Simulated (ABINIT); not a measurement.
The system is Sn3Te.

```
Te Sn
1.0
    -2.30090    2.30090    5.51649
     2.30090   -2.30090    5.51649
     2.30090    2.30090   -5.51649
Te Sn
1 3
Direct
  0.00000 0.00000 0.00000
  0.50000 0.50000 0.00000
  0.25000 0.75000 0.50000
  0.75000 0.25000 0.50000
```

The cell comes from a database or a generator and needn't be the stable form of this composition.

```yaml
Program: ABINIT 10.8.3 (patched build)
Task: single point
Functional: PBEsol
Potentials_or_basis: JTH PAW PBE v2.0
Cutoff: 599 eV
k_mesh: 8 × 8 × 8
Occupations: fermi-dirac, width 0.05 eV
Spin: no spin polarisation
```

On this cell: pressure -3.0 GPa; largest force under 0.003 eV/Å; band gap on the k mesh none (metal or under the smearing width).

The same run follows on a disturbed copy (atoms moved at random, drawn with an rms of 0.05 Å):

```
Te Sn
1.0
    -2.30090    2.30090    5.51649
     2.30090   -2.30090    5.51649
     2.30090    2.30090   -5.51649
Te Sn
1 3
Direct
  0.00135 0.98554 0.99037
  0.48831 0.49512 0.98872
  0.25328 0.75731 0.50223
  0.75787 0.24469 0.49057
```

**Question.** What changes?

**Answer.** The energy (extrapolated to zero smearing) moves by +2.8 meV/atom; pressure -2.9 GPa; largest force 0.119 eV/Å; band gap on the k mesh none (metal or under the smearing width).

Forces in eV/Å, atoms in the order of the input:
```
Te   0.043 -0.073  0.076
Sn  -0.061  0.059  0.084
Sn  -0.059  0.026 -0.086
Sn   0.076 -0.013 -0.074
```

Stress tensor (GPa, compression positive):
```
-2.83 -0.04  0.09
-0.04 -2.85  0.02
 0.09  0.02 -2.97
```

Caveats: the PAW data sets were made with another functional, which shifts forces and pressure a little.
